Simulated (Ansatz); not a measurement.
**InMe2H (C₂H₇In): geometry, orbitals and charge**

Aim: characterise InMe2H (C₂H₇In) as a singlet: its structure, frontier levels and distribution of charge.

Method: RKS PBE0-D4/def2-TZVP; program: Ansatz 0.2.0, Gaussian basis.

Levels to be run: relaxation at r2SCAN-D4/def2-SVP; a search for the lowest solution at PBE0-D4/def2-SVP; a single point at PBE0-D4/def2-TZVP.

1 further run of the same task is left out (set aside as unsound or not needed). Runs told in other sessions of the task aren't counted.

### 1 The system as given

10 atoms, charge 0, spin multiplicity 1.

Atoms are counted from 1 here; the program's logs count them from 0.

Bond lengths: In1–C2 2.231 Å, In1–C6 2.229 Å, In1–H10 1.759 Å, C2–H3 1.090 Å, C2–H4 1.090 Å, C2–H5 1.089 Å, C6–H7 1.090 Å, C6–H8 1.090 Å, C6–H9 1.089 Å. Angles: C2–In1–C6 122.8°, C2–In1–H10 118.5°, C6–In1–H10 118.8°, In1–C2–H3 108.9°, In1–C2–H4 108.8°, In1–C2–H5 112.3°, H3–C2–H4 108.3°, H3–C2–H5 109.1°, H4–C2–H5 109.2°, In1–C6–H7 109.1°, In1–C6–H8 108.7°, In1–C6–H9 112.1°, H7–C6–H8 108.4°, H7–C6–H9 109.2°, H8–C6–H9 109.3°.

In takes a core potential in the def2 sets. No spin-orbit coupling is included.

The start is a GFN2-xTB geometry.

### 2 Optimising with r2SCAN-D4/def2-SVP

The input, in.yaml:

```yaml
crystal:
  periodic: [false, false, false]
  atoms:
    - {symbol: In, position_ang: [-0.402190, -0.685650, -0.001670]}
    - {symbol: C, position_ang: [1.827360, -0.751870, -0.001130]}
    - {symbol: H, position_ang: [2.194600, -0.286400, 0.913930]}
    - {symbol: H, position_ang: [2.196810, -0.176180, -0.850200]}
    - {symbol: H, position_ang: [2.211200, -1.768700, -0.063090]}
    - {symbol: C, position_ang: [-1.552800, 1.223260, 0.002850]}
    - {symbol: H, position_ang: [-1.351290, 1.762880, -0.922330]}
    - {symbol: H, position_ang: [-1.212620, 1.834390, 0.839180]}
    - {symbol: H, position_ang: [-2.624680, 1.055030, 0.093490]}
    - {symbol: H, position_ang: [-1.286390, -2.206770, -0.011030]}
basis:
  gaussian: {orbitals: def2-SVP}
hamiltonian: {xc: r2scan, dispersion: d4}
scf: {omitted_lower_state_checks: [starts]}
output: {orbitals: {seedname: orbitals}}
relax: {f_tol: 0.02, max_steps: 100}
```

Launch:

```sh
> ansatz run in.yaml --threads 4 --pin off --events-out ev --progress --plain --max-ram 3916MiB
```

After this run come: Searching for the lowest solution, PBE0-D4/def2-SVP; Single point, PBE0-D4/def2-TZVP.

Q: Predict the results of all the runs planned. Wanted: point group; commonest bond, hydrogen aside; HOMO, LUMO at PBE0-D4/def2-TZVP; dipole at r2SCAN-D4/def2-SVP.

As calculated:

```
                       quantity                           value
                    point group                              C2
 commonest bond, hydrogen aside  C–In, 2 of mean length 2.175 Å
HOMO, LUMO at PBE0-D4/def2-TZVP                 -7.19, -1.23 eV
   dipole at r2SCAN-D4/def2-SVP                          0.62 D
```

**Reading.** The molecule keeps its bonding pattern by the stored test; the atoms moved 0.08 Å (rms). No usable vibrations, so a minimum isn't proven. The HOMO lies nearest to C2, C6 about 26 % each; In1 17 % and the LUMO to In1 53 %; H10 20 %. The point group is read from a loosely relaxed geometry; soft torsions can leave it below the true symmetry.
